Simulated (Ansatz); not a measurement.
# One shape, several levels: NBrO (nitrosyl bromide)

Aim: a comparison of 6 runs (UHF/STO-3G, CAM-B3LYP/STO-3G, r2SCAN0/STO-3G, wB97X/STO-3G, CCSDT/STO-3G, UCCSD(T)/STO-3G) of NBrO (nitrosyl bromide). 

Program for the calculation: Ansatz 0.2.0.

69 further runs of the same task are left out: 10 that didn't finish, 59 set aside as unsound or not needed.

## (1) The system as given

NBrO has 3 atoms, charge 0, and is taken as a singlet. As SMILES, `O=NBr`. The Br3–N2 distance was set to 4.233 Å, away from the relaxed value. At this shape a bond of the SMILES string is far longer than usual.

Bond lengths: O1–N2 1.126 Å.

## (2) The energy at UHF/STO-3G (run 1)

molecule.yaml

```yaml
crystal:
  periodic: [false, false, false]
  atoms:
    - {symbol: O, position_ang: [1.793681, -2.566562, 0.711190]}
    - {symbol: N, position_ang: [0.806961, -2.556242, 0.169730]}
    - {symbol: Br, position_ang: [-0.896840, 1.283280, -0.355590]}
basis:
  gaussian:
    orbitals: STO-3G
magnetization:
  spin_polarized: true
hamiltonian:
  xc: hf
accuracy: high
```

Launch:

```sh
$ ansatz run molecule.yaml --threads 1 --pin off --max-ram 3480MiB --events-out events.jsonl --progress --plain --runs-dir runs
```

Output:

```text
Warning: RAYON_NUM_THREADS=1 ignored (pool sized by the plan → 1); use --threads N
Functional definition: HF
  name "HF"
  exchange = exact_x
  correlation = 0
345 factors; integrals over basis functions are off by at most 2.4e-8 eV
mean field evaluation 1: about -72704.7259 eV, gradient 5.4e0 eV
mean field evaluation 2: about -72704.7390 eV, gradient 5.5e0 eV
mean field evaluation 4: about -72704.8433 eV, gradient 2.6e0 eV
mean field evaluation 8: about -72605.3823 eV, gradient 7.1e0 eV
mean field evaluation 16: about -72707.6912 eV, gradient 1.8e-3 eV
mean field evaluation 32: about -72713.1231 eV, gradient 5.5e-5 eV
mean field evaluation 64: about -72713.1227 eV, gradient 3.3e-3 eV
mean field evaluation 96: about -72713.1186 eV, gradient 8.7e-3 eV
mean field evaluation 128: about -72713.1183 eV, gradient 9.6e-3 eV
mean field evaluation 160: about -72713.0073 eV, gradient 9.7e-1 eV
mean field evaluation 192: about -72713.0262 eV, gradient 3.7e-1 eV
mean field evaluation 224: about -72713.1224 eV, gradient 6.2e-3 eV
mean field evaluation 256: about -72713.1145 eV, gradient 9.6e-2 eV
mean field evaluation 288: about -72713.1230 eV, gradient 1.7e-4 eV
mean field evaluation 320: about -72713.0868 eV, gradient 3.2e-1 eV
mean field evaluation 352: about -72706.7255 eV, gradient 1.9e0 eV
mean field evaluation 384: about -72699.2063 eV, gradient 3.0e1 eV
mean field -72713.12306145 eV, -2672.1579857833 hartree, gradient 2.2e-8 eV, S^2 1.092957; 4 other end points of the search recorded, 0 dependent functions left out
reference -72713.12306145 eV, -2672.1579857833 hartree; 25, 25 occupied and 3, 3 virtual orbitals, 345 factors
Total energy: -72713.12306145 eV, -2672.1579857833 hartree
```

Run time: 3.3 s. Hardware: 1 thread of Intel Xeon Platinum 8375C at 2.90GHz (Ice Lake), shared host; peak memory 0.11 GiB.

## (3) The energy at CAM-B3LYP/STO-3G (run 2)

input.yaml

```yaml
crystal:
  periodic: [false, false, false]
  atoms:
    - {symbol: O, position_ang: [1.793681, -2.566562, 0.711190]}
    - {symbol: N, position_ang: [0.806961, -2.556242, 0.169730]}
    - {symbol: Br, position_ang: [-0.896840, 1.283280, -0.355590]}
basis:
  gaussian: {orbitals: STO-3G}
hamiltonian: {xc: {name: CAM-B3LYP}}
accuracy: high
```

Launch:

```sh
$ ansatz run input.yaml --threads 1 --pin off --max-ram 3480MiB --events-out events.jsonl --progress --plain --runs-dir runs
```

Output, shortened:

```text
Warning: RAYON_NUM_THREADS=1 ignored (pool sized by the plan → 1); use --threads N
Functional definition: CAM-B3LYP
  name "CAM-B3LYP"
[...]
345 factors; integrals over basis functions are off by at most 2.4e-8 eV
136 factors; integrals over basis functions are off by at most 1.0e-9 eV
[...]
mean field -72762.85880102 eV, -2673.9857405003 hartree, gradient 1.4e-8 eV, S^2 0.000000; 4 other end points of the search recorded, 0 dependent functions left out
reference -72762.85881346 eV, -2673.9857409575 hartree; 25, 25 occupied and 3, 3 virtual orbitals, 345 factors
Total energy: -72762.85881346 eV, -2673.9857409575 hartree
```

It took 4.8 s on 1 thread of Intel Xeon Platinum 8375C at 2.90GHz (Ice Lake), shared host; peak memory 0.11 GiB.

Runs 3 to 4 aren't shown in full; the table further down has their settings and results.

## (4) A single-point energy at CCSDT/STO-3G (run 5)

in.yaml

```yaml
crystal:
  periodic: [false, false, false]
  atoms:
    - {symbol: O, position_ang: [1.793681, -2.566562, 0.711190]}
    - {symbol: N, position_ang: [0.806961, -2.556242, 0.169730]}
    - {symbol: Br, position_ang: [-0.896840, 1.283280, -0.355590]}
basis:
  gaussian: {orbitals: STO-3G}
correlation: {method: ccsdt, frozen_orbitals: {Br: 9, "N": 1, O: 1}}
accuracy: high
scf: {omitted_lower_state_checks: [cluster_reference, increment]}
```

Launch:

```sh
$ ansatz run in.yaml --threads 1 --pin off --max-ram 3480MiB --events-out events.jsonl --progress --plain --runs-dir runs
```

Output:

```text
Warning: RAYON_NUM_THREADS=1 ignored (pool sized by the plan → 1); use --threads N
[... 15 lines left out ...]
11 core orbitals not correlated: weight in the atoms' cores, before any rotation towards them, 1.000 or more for the frozen orbitals, at most 0.000 for the correlated occupied ones
[... 132 lines left out ...]
WARN: these amplitudes may be one of several solutions (largest doubles amplitude 1.09, level shift 12.90 eV)
Total energy: -72716.48179619 eV, -2672.2814170082 hartree
Checks for a lower state left out: cluster_reference, increment
```

Wall time 4.2 s (1 thread of Intel Xeon Platinum 8375C at 2.90GHz (Ice Lake), shared host).

## (5) A single-point energy at UCCSD(T)/STO-3G (run 6)

in.yaml

```yaml
crystal:
  periodic: [false, false, false]
  atoms:
    - {symbol: O, position_ang: [1.793681, -2.566562, 0.711190]}
    - {symbol: "N", position_ang: [0.806961, -2.556242, 0.169730]}
    - {symbol: Br, position_ang: [-0.896840, 1.283280, -0.355590]}
basis:
  gaussian:
    orbitals: STO-3G
magnetization:
  spin_polarized: true
  initial_magnetization: 0
correlation:
  method: ccsd_t
  frozen_orbitals: {Br: 9, "N": 1, O: 1}
accuracy: high
scf:
  omitted_lower_state_checks: [cluster_reference, increment]
```

Launch:

```sh
$ ansatz run in.yaml --threads 1 --pin off --max-ram 3480MiB --events-out events.jsonl --progress --plain --runs-dir runs
```

Output:

```text
Warning: RAYON_NUM_THREADS=1 ignored (pool sized by the plan → 1); use --threads N
[... 23 lines left out ...]
11 core orbitals not correlated: weight in the atoms' cores, before any rotation towards them, 1.000 or more for the frozen orbitals, at most 0.000 for the correlated occupied ones
[... 141 lines left out ...]
Total energy: -72716.48092856 eV, -2672.2813851237 hartree
Checks for a lower state left out: cluster_reference, increment
```

Wall time 6.9 s (1 thread of Intel Xeon Platinum 8375C at 2.90GHz (Ice Lake), shared host); peak memory 0.12 GiB.

## (6) The series

```csv
run,level,frozen core orbitals,energy (Eh),wall time
1,UHF/STO-3G,–,-2672.157986,3.3 s
2,CAM-B3LYP/STO-3G,–,-2673.985741,4.8 s
3,r2SCAN0/STO-3G,–,-2674.101883,11 s
4,wB97X/STO-3G,–,-2674.022980,13 s
5,CCSDT/STO-3G,11,-2672.281417,4.2 s
6,UCCSD(T)/STO-3G,11,-2672.281385,6.9 s
```

## (7) Summary of results

```
                                           quantity           value
                                run 6: total energy  -2672.28139 Eh
run 6: correlation energy (11 core orbitals frozen)      -123.4 mEh
                              run 6: (T) correction       -2.17 mEh
           run 6: ⟨S²⟩ of the reference determinant           1.093
                               run 6: T1 diagnostic           0.026
```

**Reading.** Below the UHF energy at the same shape and in the same basis (STO-3G): CCSDT -123.4 mEh; UCCSD(T) -123.4 mEh. Some of these start from another determinant than that one, so these aren't their correlation energies. Totals of different functionals can't be ranked against each other. In run 5 the log says that unrestricted orbitals would lower the reference, so the values rest on an unstable closed-shell determinant (other closed-shell runs at this shape may share the fault). In runs 1, 2, 3, 4, 5, 6 the basis is minimal, so the values are rough. In runs 2, 3, 4 a closed-shell determinant meets a far-stretched bond, which it describes badly. Spin contamination of the reference: run 1 ⟨S²⟩ = 1.09, run 6 ⟨S²⟩ = 1.09. Where it is this large, the reference is a mixture of spin states, and values that rest on it are in doubt. All runs together took 43 s, the longest 13 s.
